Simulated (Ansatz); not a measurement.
# CH₁₁GaGe₂Si: one species, many methods

Aim: compute CH₁₁GaGe₂Si with functionals from several rungs and with coupled cluster. The yardstick is the atomisation energy at the CCSD(T) limit.

The runs use Ansatz 0.2.0, Gaussian basis; functionals in def2-TZVPP, the program's frozen cores in correlated methods.

The runs, in order: LDA (SPW92), PBE-D4, revPBE-D4, BLYP-D4, r2SCAN-D4, B97M-V, PBE0-D4, B3LYP-D4, r2SCANh-D4, r2SCAN0-D4, HSE06-D4, BHLYP-D4, CAM-B3LYP-D4, LC-ωPBE, ωB97X-V, ωB97M-V, B2PLYP, PBE-QIDH; CCSD(T)/def2-SVP; CCSD(T)/def2-TZVPP; MP2/def2-QZVPP; extrapolation to the limit; RPA on PBE.

**1. Structure used throughout**

An earlier PBE0-D4 in a triple-zeta def2 set relaxation fixed the geometry.

16 atoms, charge 0, spin multiplicity 1.

Atoms are counted from 1 here; the program's logs count them from 0.

Bond lengths: C1–Si2 1.885 Å, C1–H6 1.092 Å, C1–H7 1.092 Å, C1–H8 1.092 Å, Si2–Ga3 2.402 Å, Si2–Ge4 2.390 Å, Si2–H9 1.494 Å, Ga3–H10 1.575 Å, Ga3–H11 1.573 Å, Ge4–Ge5 2.425 Å, Ge4–H12 1.544 Å, Ge4–H13 1.541 Å, Ge5–H14 1.539 Å, Ge5–H15 1.538 Å, Ge5–H16 1.538 Å. Angles: Si2–C1–H6 110.5°, Si2–C1–H7 111.0°, Si2–C1–H8 110.8°, H6–C1–H7 108.2°, H6–C1–H8 108.0°, H7–C1–H8 108.2°, C1–Si2–Ga3 115.2°, C1–Si2–Ge4 108.8°, C1–Si2–H9 109.7°, Ga3–Si2–Ge4 106.0°, Ga3–Si2–H9 111.1°, Ge4–Si2–H9 105.4°, Si2–Ga3–H10 121.0°, Si2–Ga3–H11 120.9°, H10–Ga3–H11 118.0°, Si2–Ge4–Ge5 110.8°, Si2–Ge4–H12 110.4°, Si2–Ge4–H13 111.1° and more.

**2. LDA**

This LDA is Slater exchange with PW92 correlation.

The input, in.yaml:

```yaml
crystal:
  periodic: [false, false, false]
  atoms:
    - {symbol: C, position_ang: [0.462517, 1.729361, -1.033139]}
    - {symbol: Si, position_ang: [0.973851, 0.507579, 0.307507]}
    - {symbol: Ga, position_ang: [3.146844, -0.474756, 0.021946]}
    - {symbol: Ge, position_ang: [-0.575165, -1.311990, 0.323260]}
    - {symbol: Ge, position_ang: [-2.850864, -0.504065, 0.549520]}
    - {symbol: H, position_ang: [0.519947, 1.262786, -2.018891]}
    - {symbol: H, position_ang: [-0.562037, 2.074430, -0.877628]}
    - {symbol: H, position_ang: [1.119433, 2.601952, -1.034457]}
    - {symbol: H, position_ang: [0.845394, 1.149202, 1.650093]}
    - {symbol: H, position_ang: [3.838476, -0.516680, -1.392940]}
    - {symbol: H, position_ang: [3.878854, -1.177467, 1.224110]}
    - {symbol: H, position_ang: [-0.472157, -2.117684, -0.989772]}
    - {symbol: H, position_ang: [-0.269428, -2.289850, 1.474961]}
    - {symbol: H, position_ang: [-3.177718, 0.466707, -0.599423]}
    - {symbol: H, position_ang: [-3.006341, 0.254926, 1.878287]}
    - {symbol: H, position_ang: [-3.871596, -1.654452, 0.516537]}
basis:
  gaussian: {orbitals: def2-TZVPP}
hamiltonian: {xc: lda}
output: {orbitals: {seedname: orbitals}}
```

Launch:

```sh
$ ansatz run in.yaml --threads 2 --pin off --events-out ev --progress --plain --max-ram 32768MiB --backend cuda --devices 0, --max-vram 18GiB
```

After this run come: PBE-D4 (GGA); revPBE-D4 (GGA); BLYP-D4 (GGA); r2SCAN-D4 (meta-GGA); B97M-V (meta-GGA); PBE0-D4 (hybrid); B3LYP-D4 (hybrid); r2SCANh-D4 (hybrid); r2SCAN0-D4 (hybrid); HSE06-D4 (hybrid); BHLYP-D4 (hybrid); CAM-B3LYP-D4 (range-separated); LC-ωPBE (range-separated); ωB97X-V (range-separated); ωB97M-V (range-separated); B2PLYP (double hybrid); PBE-QIDH (double hybrid); CCSD(T) in def2-SVP; CCSD(T) in def2-TZVPP; MP2 in def2-QZVPP; RPA on PBE orbitals.

Q: Predict the results of all the runs planned. Wanted: atomisation energy, CCSD(T)/CBS; farthest beyond LDA; mean size of error, GGA; mean size of error, meta-GGA; mean size of error, hybrid; mean size of error, range-separated; mean size of error, double hybrid; gap, smallest and largest; T1 diagnostic.

**Answer**, as computed:

| quantity | value |
| --- | --- |
| atomisation energy, CCSD(T)/CBS | 1103.5 kcal/mol |
| functionals within 11.0 kcal/mol (1.0 %) | r2SCAN-D4, B97M-V, r2SCANh-D4, r2SCAN0-D4, CAM-B3LYP-D4, ωB97X-V |
| farthest beyond LDA | revPBE-D4 (-32.1 kcal/mol) |
| mean size of error, GGA | 24.3 kcal/mol |
| mean size of error, meta-GGA | 4.8 kcal/mol |
| mean size of error, hybrid | 12.0 kcal/mol |
| mean size of error, range-separated | 9.6 kcal/mol |
| mean size of error, double hybrid | 18.5 kcal/mol |
| gap, smallest and largest | 2.99 eV (LDA (SPW92)), 9.25 eV (LC-ωPBE) |
| T1 diagnostic | 0.0124 |
| triples share of the correlation energy | 3.7 % |

The LDA atomisation energy is off by 122.9 kcal/mol (11 %): it overbinds. PBE-D4 is off by -13.4 kcal/mol. Double hybrids carry the basis error of their MP2 part in triple zeta, and no dispersion term here, so their miss is partly the set-up's. The rungs meta-GGA, range-separated miss on average by less than the doubt on the reference (11.0 kcal/mol), so they tie. The reference freezes the cores and leaves out relativity and excitations past (T), and its outer-core shells are covered unevenly, so misses under about 11.0 kcal/mol can't be ranked. Hartree-Fock recovers 74 % of the binding; the rest is correlation. CCSD(T) in def2-SVP is off by -67.2 kcal/mol, worse than the median functional, from the basis alone. Orbital gaps span 3.0 to 9.3 eV; exact exchange widens them. Correlated methods include outer-core shells of Ga, Ge, which these sets cover unevenly.
